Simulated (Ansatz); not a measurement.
# BeBH (singlet): wave-function methods side by side at distance B1–Be2 = 1.659 Å, cc-pVDZ

Aim: climb from Hartree-Fock through coupled cluster and multireference methods for BeBH (singlet) at one geometry and basis, and see what each rung misses.

The runs use Ansatz 0.2.0, Gaussian basis; cc-pVDZ, core rule «outside noble gas», up to 2 orbitals frozen.

The runs, in order: UHF; CCSD(T) on RHF; CCSD(T) on UHF; BCCD(T) on RHF; CISD; CCSDT(Q) on RHF; CCSDT(Q) on UHF; CASSCF and MRCISD+Q, 2 electrons in 2 orbitals; CASSCF and NEVPT2, 2 electrons in 2 orbitals; Full CI.

52 further runs of the same task are left out: 33 for a known fault of the program, 13 that didn't finish, 6 set aside as unsound or not needed. Runs told in other sessions of the task aren't counted.

## 1. The geometry

The geometry derives from a PBE0/def2-TZVP stationary point (not a proven minimum). One bond is set to the value named and the two fragments are kept rigid.

3 atoms, charge 0, spin multiplicity 1.

Atoms are counted from 1 here; the program's logs count them from 0.

Bond lengths: B1–Be2 1.659 Å, Be2–H3 1.345 Å. Angles: B1–Be2–H3 180.0°.

## 2. UHF

The input, in.yaml:

```yaml
crystal:
  periodic: [false, false, false]
  atoms:
    - {symbol: B, position_ang: [0.000000, 0.000000, -1.554226]}
    - {symbol: Be, position_ang: [0.000000, 0.000000, 0.104774]}
    - {symbol: H, position_ang: [0.000000, 0.000000, 1.449453]}
basis:
  gaussian: {orbitals: cc-pVDZ}
magnetization: {spin_polarized: true, initial_magnetization: 0}
hamiltonian: {xc: hf}
output: {orbitals: {seedname: orbitals}}
```

Command:

```sh
$ ansatz run in.yaml --threads 1 --pin off --events-out ev --progress --plain --max-ram 2393MiB
```

Further steps of the session: CCSD(T) on RHF; CCSD(T) on UHF; BCCD(T) on RHF; CISD; CCSDT(Q) on RHF; CCSDT(Q) on UHF; CASSCF and MRCISD+Q, 2 electrons in 2 orbitals; CASSCF and NEVPT2, 2 electrons in 2 orbitals; Full CI.

**Question.** What will the summary of the whole plan be? Wanted: FCI from the RHF energy; RMP2 from FCI; RCCSD from FCI; RCCSD(T) from FCI; RCCSDT(Q) from FCI; NEVPT2 pair from FCI; MRCISD+Q pair from FCI; T1 diagnostic; effectively unpaired electrons.

**Answer**, as computed:

| quantity | value |
| --- | --- |
| FCI from the RHF energy | -3.5651 eV |
| RMP2 from FCI | +27.36 kcal/mol |
| RCCSD from FCI | +3.09 kcal/mol |
| RCCSD(T) from FCI | +1.18 kcal/mol |
| RCCSDT(Q) from FCI | +0.24 kcal/mol |
| NEVPT2 pair from FCI | +24.90 kcal/mol |
| MRCISD+Q pair from FCI | -0.20 kcal/mol |
| levels within 1 kcal/mol (43 meV) | RCCSDT, RCCSDT(Q), MRCISD+Q pair |
| T1 diagnostic | 0.013 |
| effectively unpaired electrons | 0.44 |

What this shows: RCCSD(T) lands +1.18 kcal/mol from the yardstick (1.4 % of the correlation energy). MRCISD+Q pair falls below full CI: the +Q correction isn't variational, and the cores differ from full CI's. The occupations show static correlation (0.44 effectively unpaired electrons where one determinant has 0). Of the multireference levels listed MRCISD+Q pair comes nearest in total energy (-0.20 kcal/mol), which doesn't show that its space is the better one. Coupled cluster took another determinant than the lowest Hartree-Fock one. These misses are within one basis, not against nature.

The restricted and unrestricted ladders end 0.71 eV apart at CCSDT(Q), which points to two states or an unsound top rung; rows of one don't measure the error of the other.
